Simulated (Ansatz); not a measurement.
**F₂H₂SSi (built from SMILES F[SiH](F)S): a reaction path by the nudged elastic band**

What path joins these two structures, and how high does it climb? Both ends were relaxed at PBE0-D4 in triple zeta. A second band with other settings follows.

The runs use Ansatz 0.2.0, Gaussian basis; PBE0-D4/def2-SVP.

16 further runs of the same task are left out: 16 set aside as unsound or not needed.

**1. The starting structure**

The first end: 6 atoms, charge 0, spin multiplicity 1.

Atoms are counted from 1 here; the program's logs count them from 0.

Bond lengths: Si1–S2 2.106 Å, Si1–H3 1.471 Å, Si1–F4 1.584 Å, Si1–F5 1.582 Å, S2–H6 1.345 Å. Angles: S2–Si1–H3 114.6°, S2–Si1–F4 111.6°, S2–Si1–F5 105.9°, H3–Si1–F4 107.0°, H3–Si1–F5 109.7°, F4–Si1–F5 107.9°, Si1–S2–H6 92.3°.

Coordinates:

```
atom    x (Å)    y (Å)    z (Å)
 Si1  -0.2711   0.3663  -0.1578
  S2   0.2503  -1.6552   0.1180
  H3   0.6686   1.1318  -0.9916
  F4  -0.3930   1.1299   1.2248
  F5  -1.7006   0.3580  -0.8363
  H6   1.4458  -1.3307   0.6430
```

The second end:

```xyz
6
F2H2SSi
Si   -0.9413    1.2192   -0.3400
S     0.7926   -0.9894   -0.8443
H     1.8589   -0.3174   -0.3807
F    -0.1438    1.4050    1.0596
F    -2.0351    0.1199    0.1253
H     0.4687   -1.4374    0.3800
```

**2. The band at PBE0-D4/def2-SVP**

Input file neb/in.yaml:

```yaml
crystal:
  periodic: [false, false, false]
  atoms:
    - {symbol: Si, position_ang: [-0.271142, 0.366341, -0.157833]}
    - {symbol: S, position_ang: [0.250338, -1.655241, 0.117975]}
    - {symbol: H, position_ang: [0.668551, 1.131783, -0.991634]}
    - {symbol: F, position_ang: [-0.392977, 1.129879, 1.224805]}
    - {symbol: F, position_ang: [-1.700590, 0.357970, -0.836344]}
    - {symbol: H, position_ang: [1.445820, -1.330732, 0.643031]}
basis:
  gaussian: {orbitals: def2-SVP}
hamiltonian: {xc: pbe0, dispersion: d4}
neb:
  images: 5
  climbing: true
  max_iterations: 40
  initial_path: idpp
  final_atoms:
    - {symbol: Si, position_ang: [-0.941338, 1.219211, -0.340010]}
    - {symbol: S, position_ang: [0.792606, -0.989363, -0.844283]}
    - {symbol: H, position_ang: [1.858888, -0.317416, -0.380690]}
    - {symbol: F, position_ang: [-0.143758, 1.405016, 1.059641]}
    - {symbol: F, position_ang: [-2.035054, 0.119934, 0.125326]}
    - {symbol: H, position_ang: [0.468656, -1.437381, 0.380017]}
```

Started as:

```console
ansatz run in.yaml --threads 2 --pin off --events-out ev --progress --plain --max-ram 4352MiB
```

Standard output, cut to the lines that bear on the results:

```text
Functional definition: PBE0
  name "PBE0"
  cite "Adamo & Barone, J. Chem. Phys. 110, 6158 (1999) doi:10.1063/1.478522"
  cite "Perdew, Burke & Ernzerhof, Phys. Rev. Lett. 77, 3865 (1996) doi:10.1103/PhysRevLett.77.3865"
  parent pbe
[...]
725 factors; integrals over basis functions are off by at most 3.2e-4 eV
[...]
mean field -24160.76895271 eV, -887.8918822546 hartree, gradient 1.5e-5 eV, S^2 0.000000; 0 other end points of the search recorded, 0 dependent functions left out
[...]
reference -24160.76897256 eV, -887.8918829842 hartree; 25, 25 occupied and 49, 49 virtual orbitals, 725 factors
[... from here to the last solve, the lines of the solves are left out (111 solves) ...]
WARN: NEB end point (image 0): max|allowed force component| = 9.298e-1 eV/Å (the criterion of neb.relax_end_points is 1.000e-2). That is over neb.f_tol: it is no minimum, so the barrier can be far off. Relax it first
WARN: NEB end point (image 6): max|allowed force component| = 9.151e-1 eV/Å (the criterion of neb.relax_end_points is 1.000e-2). That is over neb.f_tol: it is no minimum, so the barrier can be far off. Relax it first
NEB iter   1: max|band force component| = 5.607e0 eV/Å  barrier→ = 4.6610 eV  barrier← = 2.9213 eV  Δτ_max = 0.2000 Å  (177 SCF iters)
[...]
NEB iter   4: max|band force component| = 7.449e0 eV/Å  barrier→ = 3.0214 eV  barrier← = 1.2818 eV  Δτ_max = 0.0992 Å  (153 SCF iters)
[...]
NEB iter   7: max|band force component| = 8.850e-1 eV/Å  barrier→ = 2.4274 eV  barrier← = 0.6877 eV  Δτ_max = 0.0973 Å  (145 SCF iters)
[...]
NEB iter  10: max|band force component| = 4.022e-1 eV/Å  barrier→ = 2.8564 eV  barrier← = 1.1167 eV  CI = image 2  Δτ_max = 0.0814 Å  (137 SCF iters)
[...]
NEB iter  13: max|band force component| = 1.280e-1 eV/Å  barrier→ = 2.8385 eV  barrier← = 1.0988 eV  CI = image 2  Δτ_max = 0.0193 Å  (138 SCF iters)
NEB iter  14: max|band force component| = 7.083e-2 eV/Å  barrier→ = 2.8369 eV  barrier← = 1.0973 eV  CI = image 2  Δτ_max = 0.0384 Å  (137 SCF iters)
[...]
NEB iter  15: max|band force component| = 4.516e-2 eV/Å  barrier→ = 2.8362 eV  barrier← = 1.0966 eV  CI = image 2  Δτ_max = 0.0000 Å  (946 SCF iters)
Total energy: -24158.03886213 eV, -887.7915532763 hartree
Atom 0 at    -0.509924     0.773741    -0.133428 Å, force    -0.007684    -0.010822     0.015522 eV/Å
Atom 1 at     0.718439    -1.313812    -0.431834 Å, force    -0.010861     0.012358     0.004073 eV/Å
Atom 2 at     0.798375     0.323905    -0.963887 Å, force     0.008518    -0.003621    -0.014104 eV/Å
Atom 3 at    -0.517262     0.864188     1.484989 Å, force     0.003578     0.003861     0.007836 eV/Å
Atom 4 at    -1.998435     0.305199    -0.560854 Å, force     0.004295    -0.001883    -0.012010 eV/Å
Atom 5 at     1.508808    -0.953219     0.605014 Å, force     0.002154     0.000106    -0.001316 eV/Å
Dipole moment:     0.349300     0.122590    -0.045034 e Å
```

It took 2 min on 2 threads of Intel Xeon 6975P-C, shared host.

The last band:

```
image  path (Å)  energy (eV)  S2–H3 (Å)  Si1–S2 (Å)  Si1–H3 (Å)
    0      0.00        0.000       3.03        2.11        1.47
    1      0.71        0.798       2.42        2.15        1.46
    2      1.42        2.836       1.72        2.44        1.61
    3      2.16        1.940       1.36        2.84        2.48
    4      2.91        1.749       1.35        2.87        3.22
    5      3.66        1.730       1.35        2.86        3.25
    6      4.41        1.740       1.34        2.85        3.19
```

The highest image, 2:

```
Si   -0.5099    0.7737   -0.1334
S     0.7184   -1.3138   -0.4318
H     0.7984    0.3239   -0.9639
F    -0.5173    0.8642    1.4850
F    -1.9984    0.3052   -0.5609
H     1.5088   -0.9532    0.6050
```

**3. The band at PBE-D4/def2-TZVP, other settings**

Changes to neb/in.yaml since step 2:

```diff
@@ -10,4 +10,4 @@
 basis:
-  gaussian: {orbitals: def2-SVP}
-hamiltonian: {xc: pbe0, dispersion: d4}
+  gaussian: {orbitals: def2-TZVP}
+hamiltonian: {xc: pbe, dispersion: d4}
 neb:
@@ -15,3 +15,3 @@
   climbing: true
-  max_iterations: 40
+  max_iterations: 25
   initial_path: idpp
```

Started as:

```console
ansatz run in.yaml --threads 2 --pin off --events-out ev --progress --plain --max-ram 4352MiB
```

Standard output:

```text
Functional definition: PBE
  name "PBE"
[... 2 set-up lines as earlier in the session ...]
  parameter kappa = 0.804
  parameter beta = 0.06672455060314922
  exchange = pbe_x(kappa = kappa, mu = beta*pi^2/3)
  correlation = pbe_c(beta = beta)
913 factors; their error is unknown
mean field evaluation 1: about -24169.5673 eV, gradient 4.8e1 eV
mean field evaluation 2: about -24160.7630 eV, gradient 9.5e1 eV
mean field evaluation 4: about -24172.9273 eV, gradient 2.2e0 eV
mean field evaluation 8: about -24172.9269 eV, gradient 1.0e-1 eV
mean field evaluation 16: about -24172.9269 eV, gradient 2.0e-5 eV
mean field -24172.92693130 eV, -888.3386797269 hartree, gradient 2.0e-5 eV, S^2 0.000000; 0 other end points of the search recorded, 0 dependent functions left out
the calculation of the forces begins
reference -24172.92696404 eV, -888.3386809299 hartree; 25, 25 occupied and 123, 123 virtual orbitals, 913 factors
[... from here to the last solve, the lines of the solves are left out (106 solves) ...]
WARN: NEB end point (image 0): max|allowed force component| = 6.164e-1 eV/Å (the criterion of neb.relax_end_points is 1.000e-2). That is over neb.f_tol: it is no minimum, so the barrier can be far off. Relax it first
WARN: NEB end point (image 6): max|allowed force component| = 6.848e-1 eV/Å (the criterion of neb.relax_end_points is 1.000e-2). That is over neb.f_tol: it is no minimum, so the barrier can be far off. Relax it first
NEB iter   1: max|band force component| = 4.793e0 eV/Å  barrier→ = 4.1140 eV  barrier← = 2.4172 eV  Δτ_max = 0.2000 Å  (243 SCF iters)
NEB iter   2: max|band force component| = 2.776e0 eV/Å  barrier→ = 3.2332 eV  barrier← = 1.5365 eV  Δτ_max = 0.2000 Å  (174 SCF iters)
NEB iter   3: max|band force component| = 1.835e0 eV/Å  barrier→ = 2.8680 eV  barrier← = 1.1712 eV  Δτ_max = 0.2000 Å  (172 SCF iters)
NEB iter   4: max|band force component| = 7.083e0 eV/Å  barrier→ = 2.7966 eV  barrier← = 1.0999 eV  Δτ_max = 0.0996 Å  (168 SCF iters)
NEB iter   5: max|band force component| = 1.484e0 eV/Å  barrier→ = 2.6170 eV  barrier← = 0.9202 eV  Δτ_max = 0.1986 Å  (147 SCF iters)
NEB iter   6: max|band force component| = 1.728e0 eV/Å  barrier→ = 2.2340 eV  barrier← = 0.5372 eV  Δτ_max = 0.0996 Å  (158 SCF iters)
NEB iter   7: max|band force component| = 7.330e-1 eV/Å  barrier→ = 2.3606 eV  barrier← = 0.6638 eV  Δτ_max = 0.1986 Å  (148 SCF iters)
NEB iter   8: max|band force component| = 6.832e-1 eV/Å  barrier→ = 2.5295 eV  barrier← = 0.8328 eV  Δτ_max = 0.1975 Å  (155 SCF iters)
NEB iter   9: max|band force component| = 4.128e-1 eV/Å  barrier→ = 2.5556 eV  barrier← = 0.8588 eV  CI = image 2  Δτ_max = 0.0794 Å  (152 SCF iters)
NEB iter  10: max|band force component| = 3.123e-1 eV/Å  barrier→ = 2.5466 eV  barrier← = 0.8499 eV  CI = image 2  Δτ_max = 0.1546 Å  (148 SCF iters)
NEB iter  11: max|band force component| = 2.541e-1 eV/Å  barrier→ = 2.5347 eV  barrier← = 0.8379 eV  CI = image 2  Δτ_max = 0.0444 Å  (151 SCF iters)
NEB iter  12: max|band force component| = 1.596e-1 eV/Å  barrier→ = 2.5275 eV  barrier← = 0.8308 eV  CI = image 2  Δτ_max = 0.0595 Å  (147 SCF iters)
NEB iter  13: max|band force component| = 8.162e-2 eV/Å  barrier→ = 2.5263 eV  barrier← = 0.8295 eV  CI = image 2  Δτ_max = 0.0211 Å  (148 SCF iters)
913 factors; their error is unknown
mean field -24171.23893818 eV, -888.2766471240 hartree, gradient 3.0e-6 eV, S^2 0.000000; 0 other end points of the search recorded, 0 dependent functions left out
the calculation of the forces begins
reference -24171.23897014 eV, -888.2766482984 hartree; 25, 25 occupied and 123, 123 virtual orbitals, 913 factors
NEB iter  14: max|band force component| = 4.276e-2 eV/Å  barrier→ = 2.5260 eV  barrier← = 0.8292 eV  CI = image 2  Δτ_max = 0.0000 Å  (1017 SCF iters)
Total energy: -24170.52792309 eV, -888.2505178012 hartree
Atom 0 at    -0.509811     0.786988    -0.115034 Å, force    -0.006073     0.014253     0.001126 eV/Å
Atom 1 at     0.704700    -1.340053    -0.418536 Å, force     0.001818    -0.016793    -0.000988 eV/Å
Atom 2 at     0.789297     0.300626    -0.961352 Å, force     0.007072     0.003391    -0.010242 eV/Å
Atom 3 at    -0.536915     0.882136     1.497491 Å, force     0.004521     0.002405     0.018331 eV/Å
Atom 4 at    -1.979718     0.311540    -0.579968 Å, force    -0.008453    -0.005102    -0.010608 eV/Å
Atom 5 at     1.532447    -0.941238     0.577399 Å, force     0.001115     0.001846     0.002381 eV/Å
Dipole moment:     0.301489     0.084117    -0.045864 e Å
```

Wall time 2.4 min (2 threads of Intel Xeon 6975P-C, shared host).

The last band:

```
image  path (Å)  energy (eV)  S2–H3 (Å)  Si1–S2 (Å)  Si1–H3 (Å)
    0      0.00        0.000       3.03        2.11        1.47
    1      0.71        0.765       2.42        2.16        1.47
    2      1.41        2.526       1.73        2.47        1.62
    3      2.17        1.836       1.36        2.84        2.50
    4      2.92        1.694       1.35        2.88        3.21
    5      3.68        1.682       1.35        2.87        3.23
    6      4.43        1.697       1.34        2.85        3.19
```

The highest image, 2:

```
Si   -0.50981    0.78699   -0.11503
S     0.70470   -1.34005   -0.41854
H     0.78930    0.30063   -0.96135
F    -0.53692    0.88214    1.49749
F    -1.97972    0.31154   -0.57997
H     1.53245   -0.94124    0.57740
```

**4. Summary of results**

```
                                                                       quantity                                           value
                                                PBE0-D4/def2-SVP, 15 iterations  highest 2.836 eV (image 2), last end +1.740 eV
                                                PBE-D4/def2-TZVP, 14 iterations  highest 2.526 eV (image 2), last end +1.697 eV
from earlier runs: barrier over the separately found saddle, CCSD(T)/def2-TZVPP                                        3.129 eV
```

The highest image lies 2.836 eV above the first end, and it climbed, so it estimates the saddle. The ends are not quite minima at this level (largest force component 0.93 eV/Å), so the heights are unreliable: relaxing the first end would lower it and raise the barrier above it. The highest image is 0.292 eV below the CCSD(T) barrier in triple zeta, which comes from separate runs on the saddle. The second band's highest image lies at 2.526 eV; the levels differ.
